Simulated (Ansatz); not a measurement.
# LaSi2C2: the cost of one run

Method: reference: DFT PBE, plane waves, PAW, scalar-relativistic, no spin polarisation, in Ansatz 0.2.0.

## 1. The starting structure

It takes space group P4_2/mmc (No. 131, tetragonal). Conventional cell: a = 4.216 Å, b = 4.216 Å, c = 8.741 Å, α = 90.00°, β = 90.00°, γ = 90.00°. C (site symmetry m2m) has 1 C at 1.46 Å as nearest neighbours. Around La (site symmetry -4m2) lie 8 C at 3.12 Å and 8 Si at 3.18 Å. Si (site symmetry m2m) has 2 C at 1.80 Å and 1 Si at 1.91 Å as nearest neighbours.

Structure file:

```cif
data_structure
_symmetry_space_group_name_H-M 'P4_2/mmc'
_symmetry_Int_Tables_number 131
_cell_length_a 4.2158
_cell_length_b 4.2158
_cell_length_c 8.7406
_cell_angle_alpha 90.000
_cell_angle_beta 90.000
_cell_angle_gamma 90.000
_cell_volume 155.35
loop_
_atom_site_label
_atom_site_type_symbol
_atom_site_symmetry_multiplicity
_atom_site_Wyckoff_symbol
_atom_site_fract_x
_atom_site_fract_y
_atom_site_fract_z
_atom_site_occupancy
C1 C 4 m 0.17300 0.50000 0.00000 1
La1 La 2 e 0.00000 0.00000 0.75000 1
Si1 Si 4 k 0.50000 0.22600 0.00000 1
```

## 2. Reference

input.yaml reads:

```yaml
crystal:
  lattice:
    - [4.215825, 0.0, 0.0]
    - [0.0, 4.215825, 0.0]
    - [0.0, 0.0, 8.740627]
  atoms:
    - { symbol: C, position: [0.173, 0.5, 0.25] }
    - { symbol: C, position: [0.5, 0.827, 0.75] }
    - { symbol: C, position: [0.827, 0.5, 0.25] }
    - { symbol: C, position: [0.5, 0.173, 0.75] }
    - { symbol: La, position: [0.0, 0.0, 0.0] }
    - { symbol: La, position: [0.0, 0.0, 0.5] }
    - { symbol: Si, position: [0.5, 0.226, 0.25] }
    - { symbol: Si, position: [0.226, 0.5, 0.75] }
    - { symbol: Si, position: [0.5, 0.774, 0.25] }
    - { symbol: Si, position: [0.774, 0.5, 0.75] }
  symmetry: { tolerance: 0.0003 }
kpoints:
  mp_grid: { grid: [4, 4, 2], shift: [0, 0, 0] }
magnetization:
  spin_polarized: false
scf:
  occupations: { method: fermi_dirac }
hamiltonian:
  pseudopotentials: { kind: paw }
  xc: pbe
basis:
  ecutwfc: 420
output:
  forces: true
  stress: true
  eigenvalues: true
```

Command:

```
> ansatz run input.yaml --threads 1 --pin off --max-ram 2560MiB --backend cpu --events-out ev --progress --plain --runs-dir out
```

Q: Estimate wall time and peak memory on 1 thread of Arm Neoverse V1, shared host.

About 6.7 s, with a peak of 0.4 GiB.
